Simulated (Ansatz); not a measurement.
# CH5AlF2OSi: up Jacob's ladder to CCSD(T)

An exercise on one series of results from a longer session: the logs are not shown, and one member is left open.

The runs use Ansatz 0.2.0, Gaussian basis; functionals in def2-TZVPP, the program's frozen cores in correlated methods.

The runs, in order: PBE-D4, r2SCAN-D4, PBE0-D4, B3LYP-D4, ωB97X-V, ωB97M-V, B2PLYP; CCSD(T)/def2-TZVPP; MP2/def2-QZVPP; extrapolation to the limit.

### Structure used throughout

All runs share one geometry, relaxed beforehand with PBE0-D4 in a triple-zeta def2 set.

11 atoms, charge 0, spin multiplicity 1.

Atoms are counted from 1 here; the program's logs count them from 0.

Bond lengths: C1–Si2 1.836 Å, C1–H7 1.092 Å, C1–H8 1.092 Å, C1–H9 1.092 Å, Si2–F3 1.589 Å, Si2–F4 1.589 Å, Si2–O5 1.599 Å, O5–Al6 1.690 Å, Al6–H10 1.577 Å, Al6–H11 1.577 Å. Angles: Si2–C1–H7 110.7°, Si2–C1–H8 110.7°, Si2–C1–H9 110.7°, H7–C1–H8 108.3°, H7–C1–H9 108.2°, H8–C1–H9 108.2°, C1–Si2–F3 109.9°, C1–Si2–F4 109.9°, C1–Si2–O5 113.4°, F3–Si2–F4 105.3°, F3–Si2–O5 109.0°, F4–Si2–O5 109.0°, Si2–O5–Al6 171.6°, O5–Al6–H10 117.5°, O5–Al6–H11 117.6°, H10–Al6–H11 124.9°.

The first run:

Input file in.yaml:

```yaml
crystal:
  periodic: [false, false, false]
  atoms:
    - {symbol: C, position_ang: [-0.821865, -0.477612, 1.672468]}
    - {symbol: Si, position_ang: [0.189188, -0.870705, 0.190607]}
    - {symbol: F, position_ang: [1.626563, -1.381718, 0.636535]}
    - {symbol: F, position_ang: [-0.460704, -2.086252, -0.600743]}
    - {symbol: O, position_ang: [0.362748, 0.367024, -0.806808]}
    - {symbol: Al, position_ang: [0.674135, 1.519377, -2.002868]}
    - {symbol: H, position_ang: [-0.364260, 0.329722, 2.248046]}
    - {symbol: H, position_ang: [-1.826637, -0.164328, 1.381308]}
    - {symbol: H, position_ang: [-0.911224, -1.351298, 2.321263]}
    - {symbol: H, position_ang: [1.955440, 2.422200, -1.829806]}
    - {symbol: H, position_ang: [-0.357984, 1.636491, -3.189403]}
basis:
  gaussian: {orbitals: def2-TZVPP}
hamiltonian: {xc: pbe, dispersion: d4}
output: {forces: true, orbitals: {seedname: orbitals}}
```

Started as:

```bash
$ ansatz run in.yaml --threads 4 --pin off --events-out ev --progress --plain --max-ram 10444MiB
```

Among the steps run: PBE-D4 (GGA); r2SCAN-D4 (meta-GGA); PBE0-D4 (hybrid); B3LYP-D4 (hybrid); ωB97X-V (range-separated); ωB97M-V (range-separated); B2PLYP (double hybrid); CCSD(T) in def2-TZVPP; MP2 in def2-QZVPP.

One of the session's tables, all rows but one given; the rest of the session is left out.

```
            method  atomisation energy (kJ/mol)
            PBE-D4                       4352.1
         r2SCAN-D4                       4354.7
           PBE0-D4                       4286.8
          B3LYP-D4                       4319.4
           ωB97X-V                       4354.7
           ωB97M-V                            ?
            B2PLYP                       4300.8
     HF/def2-TZVPP                       3302.1
    MP2/def2-TZVPP                       4359.7
   CCSD/def2-TZVPP                       4197.0
CCSD(T)/def2-TZVPP                       4249.3
           MP2/CBS                       4479.7
       CCSD(T)/CBS                       4369.4
```

**Question.** Estimate the row for ωB97M-V.

**Answer.** atomisation energy (kJ/mol): 4353.9. In the column «atomisation energy (kJ/mol)» it lies between PBE-D4 (4352.1) and r2SCAN-D4 (4354.7).

Caveats from the session: Free atoms (1 C, 1 Si, 2 F, 1 O, 1 Al, 5 H) were run apart at each level; the atomisation energy is their sum less the molecule, without zero-point or spin-orbit terms.
